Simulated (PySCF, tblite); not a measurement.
# C₆H₁₂N₂Si: geometry, infrared bands and NMR shifts

What infrared bands and NMR shifts should C₆H₁₂N₂Si (`Cc1ccn([SiH](C)C)n1`) show?

Programs: tblite 0.8.0 and PySCF 2.14.0, with density-fitted response routines of our own. Each step states its level of theory. These are calculated values for one molecule in the gas phase, unless marked as measured. Atoms are numbered from 0 throughout.

**1. The starting structure**

21 atoms, charge 0, multiplicity 1; geometry from: force field or distance geometry start.

Bonds of the start (Å): C0–C1 1.49, C1–C2 1.37, C2–C3 1.40, C3–N4 1.34, N4–Si5 1.80, Si5–C6 1.88, Si5–C7 1.84, N4–N8 1.35, N8–C1 1.35, C0–H9 1.09, C0–H10 1.09, C0–H11 1.12, C2–H12 1.09, C3–H13 1.09, Si5–H14 1.47, C6–H15 1.11, C6–H16 1.12, C6–H17 1.11, C7–H18 1.13, C7–H19 1.10, C7–H20 1.09.

**2. Relaxing the molecule with GFN2-xTB**

Job settings and geometry (Å):

```
{"job": {"kind": "relax", "xc": "GFN2-xTB", "basis": "xTB"}, "charge": 0, "multiplicity": 1}
C      3.489800     0.740100     0.104600
C      2.203300    -0.017300     0.075400
C      1.968200    -1.324800    -0.278100
C      0.590000    -1.526500    -0.119900
N      0.061800    -0.383100     0.351100
Si    -1.649800    -0.016900     0.752300
C     -1.922400     1.801900     0.343800
C     -2.805800    -0.968200    -0.310700
N      1.036200     0.538800     0.468200
H      3.947500     0.567700    -0.870000
H      4.093400     0.328600     0.911800
H      3.286500     1.829200     0.246200
H      2.692500    -2.051900    -0.630300
H      0.078000    -2.467200    -0.318500
H     -1.853100    -0.180800     2.195300
H     -2.932000     2.110600     0.687600
H     -1.170600     2.407300     0.904600
H     -1.853800     1.948800    -0.752100
H     -3.852300    -0.718900     0.045400
H     -2.750600    -0.555300    -1.327700
H     -2.665800    -2.045200    -0.324700
```

The run is started by

```
$ OMP_NUM_THREADS=1 python probes_run.py task.json out
```

This one command runs all jobs of the session in turn.

The log of the run:

```text
step      E/eV     max force
  0    -721.99914    2.332
  1    -722.22485    0.661
  2    -722.27824    0.477
  3    -722.31180    0.433
  4    -722.32906    0.355
  5    -722.33865    0.236
  6    -722.34763    0.289
  7    -722.35777    0.268
  8    -722.36550    0.275
  9    -722.37083    0.198
 10    -722.37450    0.145
 11    -722.37773    0.162
 12    -722.38103    0.150
 13    -722.38423    0.137
 14    -722.38683    0.098
 15    -722.38886    0.104
 16    -722.39071    0.114
 17    -722.39256    0.111
 18    -722.39426    0.088
 19    -722.39573    0.088
 20    -722.39708    0.087
 21    -722.39844    0.100
 22    -722.39982    0.100
 23    -722.40123    0.084
 24    -722.40263    0.086
 25    -722.40396    0.094
 26    -722.40517    0.080
 27    -722.40618    0.083
 28    -722.40704    0.077
 29    -722.40779    0.064
 30    -722.40836    0.050
 31    -722.40873    0.039
 32    -722.40895    0.031
 33    -722.40910    0.027
 34    -722.40921    0.023
 35    -722.40932    0.023
 36    -722.40946    0.033
 37    -722.40962    0.039
 38    -722.40976    0.031
 39    -722.40985    0.018
 40    -722.40991    0.019
 41    -722.40997    0.025
 42    -722.41004    0.024
 43    -722.41010    0.016
 44    -722.41013    0.012
 45    -722.41017    0.013
 46    -722.41021    0.017
 47    -722.41026    0.022
 48    -722.41033    0.024
 49    -722.41040    0.021
 50    -722.41049    0.028
 51    -722.41061    0.031
 52    -722.41073    0.028
 53    -722.41085    0.027
 54    -722.41095    0.023
 55    -722.41106    0.025
 56    -722.41120    0.027
 57    -722.41138    0.031
 58    -722.41156    0.034
 59    -722.41173    0.025
 60    -722.41185    0.023
 61    -722.41194    0.021
 62    -722.41203    0.021
 63    -722.41213    0.024
 64    -722.41224    0.025
 65    -722.41237    0.028
 66    -722.41249    0.026
 67    -722.41260    0.023
 68    -722.41271    0.035
 69    -722.41283    0.032
 70    -722.41300    0.025
 71    -722.41310    0.025
 72    -722.41316    0.020
 73    -722.41319    0.012
 74    -722.41321    0.008
```

The steps of the relaxation: (not every step is listed)

```csv
step,energy from step 0 (eV),largest force (eV/Å)
0,0.0000,2.3316
1,-0.2257,0.6611
2,-0.2791,0.4772
3,-0.3127,0.4327
4,-0.3299,0.3548
5,-0.3395,0.2356
6,-0.3485,0.2893
7,-0.3586,0.2681
8,-0.3664,0.2751
14,-0.3877,0.0979
20,-0.3979,0.0873
26,-0.4060,0.0796
32,-0.4098,0.0313
38,-0.4106,0.0308
44,-0.4110,0.0123
50,-0.4113,0.0279
56,-0.4121,0.0272
62,-0.4129,0.0212
68,-0.4136,0.0354
69,-0.4137,0.0320
70,-0.4139,0.0247
71,-0.4140,0.0252
72,-0.4140,0.0203
73,-0.4140,0.0121
74,-0.4141,0.0077
```

Close pairs (by a distance rule), those that changed most:

```csv
bond,before (Å),after (Å),change (Å)
Si5–C7,1.836,1.900,+0.064
C7–H18,1.133,1.085,-0.048
C1–C2,1.375,1.414,+0.040
C1–N8,1.351,1.315,-0.036
C2–C3,1.402,1.367,-0.035
N4–Si5,1.796,1.764,-0.032
C6–H16,1.116,1.085,-0.031
C0–H11,1.117,1.086,-0.031
```

The final coordinates are the input of the step that follows.

**3. Infrared spectrum with GFN2-xTB**

Job settings and geometry (Å):

```
{"job": {"kind": "ir", "xc": "GFN2-xTB", "basis": "xTB"}, "charge": 0, "multiplicity": 1}
C      3.402744     0.749464     0.110438
C      2.116346     0.003688     0.082571
C      1.907458    -1.344527    -0.290204
C      0.561333    -1.534809    -0.146825
N      0.016882    -0.369341     0.279080
Si    -1.638614     0.034549     0.733275
C     -1.833647     1.884128     0.387784
C     -2.792241    -1.041664    -0.326140
N      0.976567     0.564817     0.420937
H      3.892752     0.695770    -0.860682
H      4.073954     0.319123     0.852997
H      3.213512     1.788999     0.362027
H      2.645483    -2.049742    -0.615510
H     -0.052789    -2.396506    -0.314212
H     -1.786898    -0.294524     2.160058
H     -2.769921     2.265441     0.782580
H     -1.020400     2.435662     0.847606
H     -1.809460     2.094779    -0.678067
H     -3.828552    -0.763803    -0.163692
H     -2.584282    -0.928598    -1.386840
H     -2.699146    -2.095964    -0.082950
```

The log of the run:

```text
mode    cm-1     km/mol
  1      16.2      0.31
  2      72.7      0.76
  3      89.9      0.88
  4      96.8      0.40
  5      99.5      0.27
  6     123.0      0.48
  7     164.2      0.85
  8     209.0      5.72
  9     221.9     17.91
 10     275.7      0.23
 11     342.8      4.95
 12     449.5     41.02
 13     595.0      3.82
 14     617.5     84.79
 15     637.2     16.99
 16     651.7     84.58
 17     683.7      7.30
 18     706.1     48.85
 19     768.1      2.72
 20     799.9      0.75
 21     800.8      3.54
 22     814.5      4.34
 23     836.9    155.22
 24     841.4    182.04
 25     856.3    246.51
 26     962.4     19.00
 27     984.1      0.64
 28    1028.7      1.22
 29    1035.3      9.81
 30    1069.3     24.54
 31    1133.2     88.65
 32    1236.3    118.00
 33    1333.4    145.61
 34    1366.8     20.58
 35    1374.0     14.55
 36    1390.6     11.64
 37    1407.4     27.94
 38    1469.0      7.98
 39    1469.4      1.15
 40    1471.5      1.44
 41    1473.9     13.58
 42    1475.6     10.29
 43    1481.7      0.89
 44    1490.4      0.90
 45    1566.4     58.35
 46    2189.3    332.24
 47    3002.5     29.37
 48    3015.9     31.89
 49    3031.7      5.66
 50    3035.0     35.52
 51    3040.7     25.18
 52    3049.8     18.52
 53    3054.7     22.43
 54    3057.7     16.66
 55    3060.7     22.72
 56    3160.6     23.31
 57    3174.8     45.52
```

The strongest bands and the atoms that carry them (share of the mass-weighted mode):

```csv
cm⁻¹,km/mol,atoms
618,84.8,H14 82 %
837,155.2,"H20 29 %, Si5 17 %, H19 16 %, C7 12 %"
841,182.0,"H16 31 %, Si5 20 %, H17 18 %, C6 15 %"
856,246.5,"H15 22 %, H18 19 %"
1133,88.7,"H12 28 %, H13 27 %, N4 23 %"
1236,118.0,"N4 55 %, N8 28 %, H13 11 %"
1333,145.6,"N4 39 %, C3 21 %, C1 20 %"
2189,332.2,H14 97 %
```

**4. NMR shieldings: PBE0/pcSseg-1**

Same as in step 3 but for these lines:

```diff
@@ -1,2 +1,2 @@
-{"job": {"kind": "ir", "xc": "GFN2-xTB", "basis": "xTB"}, "charge": 0, "multiplicity": 1}
+{"job": {"kind": "nmr", "xc": "PBE0", "basis": "pcSseg-1"}, "charge": 0, "multiplicity": 1}
 C      3.402744     0.749464     0.110438
```

Method: GIAO PBE0/pcSseg-1 NMR shielding, non-relativistic, gas phase.

The log of the run:

```text
coarse grid: 17704 points
cycle   1  E = -634.1789086125  dE =  1.248e+00  |g| = 5.472e-01  |ddm| = 4.173e+00
cycle   2  E = -634.1571787605  dE =  2.173e-02  |g| = 6.277e-01  |ddm| = 1.025e+00
cycle   3  E = -634.2519037584  dE = -9.472e-02  |g| = 1.343e-01  |ddm| = 5.900e-01
cycle   4  E = -634.2556127839  dE = -3.709e-03  |g| = 4.433e-02  |ddm| = 1.378e-01
cycle   5  E = -634.2560441982  dE = -4.314e-04  |g| = 9.042e-03  |ddm| = 4.194e-02
cycle   6  E = -634.2560563805  dE = -1.218e-05  |g| = 5.363e-03  |ddm| = 1.080e-02
cycle   7  E = -634.2560626593  dE = -6.279e-06  |g| = 1.249e-03  |ddm| = 5.382e-03
final grid: 165624 points
cycle   8  E = -634.3055551036  dE = -4.425e-05  |g| = 8.695e-03  |ddm| = 3.473e-02
cycle   9  E = -634.3055522904  dE =  2.813e-06  |g| = 9.406e-03  |ddm| = 1.507e-02
cycle  10  E = -634.3055742557  dE = -2.197e-05  |g| = 7.179e-04  |ddm| = 7.688e-03
cycle  11  E = -634.3055743366  dE = -8.082e-08  |g| = 3.430e-04  |ddm| = 8.094e-04
cycle  12  E = -634.3055743597  dE = -2.314e-08  |g| = 9.152e-05  |ddm| = 3.351e-04
cycle  13  E = -634.3055743616  dE = -1.898e-09  |g| = 2.524e-05  |ddm| = 1.019e-04
cycle  14  E = -634.3055743617  dE = -1.419e-10  |g| = 6.445e-06  |ddm| = 2.391e-05
converged SCF energy = -634.3055743617

GIAO shielding tensors (ppm)
atom      isotropic    diamagn.    paramagn.     s11        s22        s33       span
  0 C      170.687     246.309     -75.621    159.692    161.734    190.636     30.944
  1 C       30.830     259.169    -228.339    -52.390     18.759    126.120    178.509
  2 C       74.325     263.176    -188.851     -3.299     72.217    154.057    157.356
  3 C       47.911     252.973    -205.062    -37.927     44.044    137.615    175.541
  4 N       37.470     331.593    -294.123    -52.105     20.328    144.187    196.292
  5 Si     356.672     883.011    -526.339    311.116    369.216    389.683     78.567
  6 C      188.875     255.177     -66.302    182.570    191.866    192.190      9.620
  7 C      189.403     255.443     -66.041    182.659    191.140    194.409     11.750
  8 N      -78.361     327.994    -406.355   -303.488    -91.048    159.452    462.940
  9 H       29.292      27.977       1.315     24.846     27.606     35.423     10.577
 10 H       29.240      27.036       2.204     25.002     27.126     35.592     10.590
 11 H       29.117      29.119      -0.002     23.938     28.927     34.487     10.550
 12 H       25.325      34.319      -8.993     22.799     25.994     27.183      4.385
 13 H       24.261      34.323     -10.063     20.881     23.732     28.169      7.288
 14 H       26.351      30.367      -4.016     23.851     23.887     31.315      7.465
 15 H       31.677      28.932       2.745     26.965     28.695     39.371     12.406
 16 H       30.064      32.498      -2.434     23.840     28.763     37.590     13.749
 17 H       31.340      32.893      -1.554     27.873     28.782     37.363      9.490
 18 H       31.467      28.705       2.762     26.516     28.949     38.936     12.420
 19 H       31.346      33.142      -1.796     27.745     28.903     37.390      9.645
 20 H       31.044      31.567      -0.523     26.141     28.755     38.234     12.093
```

Wall time 50 s (1 thread, shared host).

The references, computed at this level on geometries of the same kind, shield at (ppm): ¹H TMS 31.72, ¹³C TMS 186.9, ²⁹Si TMS 349.2, ¹⁵N NH3 267.7. Their shielding less the atom's gives the shift. The references are single molecules in the gas phase, so shifts against H2O, NH3, PH3, H3PO4 or CFCl3 are not on the usual liquid scales and can be off by tens of ppm. Atoms listed in one row are averaged.

```csv
atoms,environment,σ (ppm),δ (ppm),δ scaled to CDCl3
C1,substituted aromatic carbon next to a ring nitrogen,30.8,156.1,150.4
C3,aromatic CH next to a ring nitrogen,47.9,139.0,133.8
C2,aromatic CH,74.3,112.6,108.0
C0,methyl carbon on an aromatic ring,170.7,16.2,13.9
"C6, C7",methyl carbon bonded to Si,189.1,-2.2,-4.1
H13,hydrogen on an aromatic CH next to a ring nitrogen,24.26,7.46,7.14
H12,hydrogen on an aromatic CH,25.33,6.39,6.13
H14,"hydrogen on a silicon bonded to 2 C, N",26.35,5.37,–
"H9, H10, H11",hydrogen on a methyl carbon on an aromatic ring,29.22,2.50,2.46
"H15, H16, H17, H18, H19, H20",hydrogen on a methyl carbon bonded to Si,31.16,0.56,0.63
N8,pyridine-type nitrogen of an azole,-78.4,346.1,–
N4,pyrrole-type ring nitrogen,37.5,230.3,–
Si5,"silicon bonded to 2 C, N, H",356.7,-7.5,–
```

The scaled column applies a straight-line fit of computed shieldings to shifts measured in CDCl3 (root-mean-square error 0.16 ppm for H, 1.9 ppm for C).

The run also stored atomic charges by several schemes (e):

```csv
atoms,Mulliken,IAO,Hirshfeld,ESP fit
C0,-0.15,-0.43,-0.12,-0.56
C1,0.07,0.10,0.03,0.61
C2,-0.32,-0.26,-0.11,-0.49
C3,0.24,-0.10,-0.02,-0.19
N4,-0.54,-0.25,-0.07,0.06
Si5,0.94,1.06,0.43,0.85
"C6, C7",-0.64,-0.73,-0.21,-0.69
N8,-0.27,-0.27,-0.14,-0.56
```

Mayer bond orders: C0–C1 1.07, C1–C2 1.24, C2–C3 1.51, C3–N4 1.15, N4–Si5 0.76, Si5–C6 0.98, Si5–C7 0.95, N4–N8 1.16, N8–C1 1.54.

Ring of atoms C1, C2, C3, N4, N8: NICS(0) -11.9, NICS(1) -11.7, NICS(1)zz -29.4 ppm (means of both faces).

The fields below are evaluated on a grid from the run's orbitals.

Frontier orbitals at PBE0/pcSseg-1, with the share of their density that lies nearest to each atom:

```csv
orbital,energy (eV),lies on
HOMO,-6.96,N4 29 %; C1 26 %; C2 18 %
LUMO,0.56,"C3 24 %; N4, N8 about 17 % each; C1, C2 about 8 % each"
```

ELF in a plane through or near 15 of the atoms.

Ten even steps from ' ' (0.00) to '@' (1.00):
```
                                                        
                                                        
                                                        
                            ++%%++....++++              
            ::==::          @@@@@@++##@@@@##            
          ++@@@@@@    ..    %%@@@@==%%@@@@@@            
          **@@@@@@    ****..::%%**::==@@@@**            
        ..==%%@@%%  ::%%@@##  ::%%%%##==..              
        --++::..##--++++++**..::++++**::                
        ==##**++@@::++##**######  ....++::++##++        
        ::====++**==::==++==++%%....##%%**@@@@@@..      
                ==@@##--==%%**++::##@@::**@@@@@@::      
              ::++..++%%..::==    --**==**##%%##        
            ::@@@@%%==##--**@@**  --@@@@@@--..          
            ++@@@@@@==--++@@@@@@  ::@@@@@@==            
            ::@@@@##..  --@@@@@@    ++@@%%..            
                ::        ==##==                        
                                                        
                                                        
                                                        
```
The map spans 13.3 Å across and 10.3 Å up, centred on the molecule. Atoms in the plane (x, y in Å): C0 (-3.4, 0.7), C1 (-2.1, -0.1), C2 (-1.9, -1.4), C3 (-0.5, -1.6), N4 (0.0, -0.3), C6 (1.8, 1.9), C7 (2.8, -1.0), N8 (-1.0, 0.6), H11 (-3.3, 1.7), H12 (-2.6, -2.2), H13 (0.1, -2.4), H15 (2.7, 2.4), H16 (1.0, 2.6), H18 (3.8, -0.7), H20 (2.8, -2.0).

log10 of the density (e/Å³) in the same plane.

Values, 10 rows by 14 columns:
```
-4.0 -4.0 -4.0 -4.0 -4.0 -4.0 -4.0 -4.0 -4.0 -4.0 -4.0 -4.0 -4.0 -4.0
-4.0 -4.0 -4.0 -4.0 -4.0 -4.0 -4.0 -2.9 -2.4 -2.5 -2.9 -3.9 -4.0 -4.0
-4.0 -4.0 -3.0 -2.2 -2.2 -3.0 -2.7 -1.1 -0.3 -0.5 -1.0 -2.6 -4.0 -4.0
-4.0 -3.3 -1.9 -0.5 -0.6 -1.5 -1.1 -1.0  0.2  0.3 -0.7 -2.5 -4.0 -4.0
-4.0 -2.6 -0.9  0.4  0.0  0.0  0.5 -0.8 -0.3 -0.3 -1.4 -2.3 -3.5 -4.0
-4.0 -2.7 -1.2 -0.5  0.0  0.3  0.1  0.5 -0.3 -0.1 -0.3 -0.8 -2.5 -4.0
-4.0 -3.8 -2.7 -1.9 -0.3  1.1  0.7 -0.2 -1.2 -0.2  0.1 -0.9 -2.5 -4.0
-4.0 -4.0 -3.4 -1.8 -0.1 -0.5 -0.3  0.1 -1.6 -0.8 -0.6 -2.0 -3.3 -4.0
-4.0 -4.0 -4.0 -3.1 -2.2 -2.3 -2.1 -1.8 -2.7 -2.7 -2.6 -3.4 -4.0 -4.0
-4.0 -4.0 -4.0 -4.0 -4.0 -4.0 -3.9 -3.8 -4.0 -4.0 -4.0 -4.0 -4.0 -4.0
```
The map spans 13.3 Å across and 10.3 Å up, centred on the molecule. Atoms in the plane (x, y in Å): C0 (-3.4, 0.7), C1 (-2.1, -0.1), C2 (-1.9, -1.4), C3 (-0.5, -1.6), N4 (0.0, -0.3), C6 (1.8, 1.9), C7 (2.8, -1.0), N8 (-1.0, 0.6), H11 (-3.3, 1.7), H12 (-2.6, -2.2), H13 (0.1, -2.4), H15 (2.7, 2.4), H16 (1.0, 2.6), H18 (3.8, -0.7), H20 (2.8, -2.0).

On the surface of density 0.002 e/bohr³ the electrostatic potential runs, from the 1st to the 99th percentile, from -1.58 V near N8 to 1.13 V near H13.

**5. Summary of results**

```
                                                               quantity                                value
                              strongest single infrared mode (GFN2-xTB)                2189 cm⁻¹, 332 km/mol
                                           zero-point energy (GFN2-xTB)                       105.6 kcal/mol
¹³C shifts against TMS (PBE0/pcSseg-1, means over atoms taken as alike)  156.1, 139.0, 112.6, 16.2, -2.2 ppm
 ¹H shifts against TMS (PBE0/pcSseg-1, means over atoms taken as alike)     7.46, 6.39, 5.37, 2.50, 0.56 ppm
                                 ¹⁵N shifts against NH3 (PBE0/pcSseg-1)                     346.1, 230.3 ppm
                                ²⁹Si shifts against TMS (PBE0/pcSseg-1)                             -7.5 ppm
                                  surface potential, 1st and 99th percentile                   -1.58 V and 1.13 V
```

In words: Relaxing lowered the energy by 0.414 eV in 74 steps; the close pair that moved most is Si5–C7, from 1.836 to 1.900 Å. No mode is imaginary among the 57: a minimum at this level. The strongest single mode, at 2189 cm⁻¹, moves mainly H14. Unscaled tight-binding wavenumbers are off by several per cent, some by more. Its intensities can rank the bands wrongly. At PBE0/pcSseg-1: The widest tensor belongs to N8: span 463 ppm, with a paramagnetic part of -406 ppm. NICS(1)zz of -29 ppm above the planar ring from C1 marks a diatropic (aromatic) ring current.
